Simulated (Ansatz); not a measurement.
**Cl2FSV: basis-set convergence**

The task here is to estimate one member of a computed series from the others.

The runs use Ansatz 0.2.0, Gaussian basis; one geometry, several basis sets.

The runs, in order: PBE0-D4/def2-SVP; ωB97M-V/def2-SVP; PBE0-D4/def2-QZVPP; ωB97M-V/def2-QZVPP; the functionals' def2-TZVPP values are taken from earlier runs.

## The relaxed structure

An earlier PBE0-D4 in a triple-zeta def2 set relaxation fixed the geometry.

SMILES `[F][V](=[S])([Cl])[Cl]`, 5 atoms, charge 0, spin multiplicity 1.

Atoms are counted from 1 here; the program's logs count them from 0.

Bond lengths: F1–V2 1.709 Å, V2–S3 1.978 Å, V2–Cl4 2.124 Å, V2–Cl5 2.124 Å. Angles: F1–V2–S3 109.0°, F1–V2–Cl4 110.5°, F1–V2–Cl5 110.5°, S3–V2–Cl4 108.3°, S3–V2–Cl5 108.3°, Cl4–V2–Cl5 110.1°.

Set-up of the first run:

File in.yaml:

```yaml
crystal:
  periodic: [false, false, false]
  atoms:
    - {symbol: F, position_ang: [-0.221171, -0.214977, 1.758541]}
    - {symbol: V, position_ang: [0.007242, -0.030725, 0.075347]}
    - {symbol: S, position_ang: [1.550324, -1.132251, -0.488835]}
    - {symbol: Cl, position_ang: [-1.709966, -0.692537, -0.985223]}
    - {symbol: Cl, position_ang: [0.423371, 1.996889, -0.401331]}
basis:
  gaussian: {orbitals: def2-SVP}
hamiltonian: {xc: pbe0, dispersion: d4}
output: {orbitals: {seedname: orbitals}}
```

Steps of the session up to this table: PBE0-D4 in def2-SVP; ωB97M-V in def2-SVP; PBE0-D4 in def2-QZVPP; ωB97M-V in def2-QZVPP.

One table of the session follows, with a row left open; its other results are not shown here.

It belongs to the step «Functionals by basis». 

| functional | basis | HOMO (eV) | LUMO (eV) |
| --- | --- | --- | --- |
| PBE0-D4 | def2-SVP | -8.67 | -4.29 |
| PBE0-D4 | def2-TZVPP | ? | ? |
| PBE0-D4 | def2-QZVPP | -8.69 | -4.24 |
| ωB97M-V | def2-SVP | -10.68 | -2.07 |
| ωB97M-V | def2-TZVPP | -10.76 | -2.07 |
| ωB97M-V | def2-QZVPP | -10.77 | -2.09 |

**Question.** Estimate the row for PBE0-D4, def2-TZVPP.

The run gave: HOMO (eV): -8.69; LUMO (eV): -4.23.
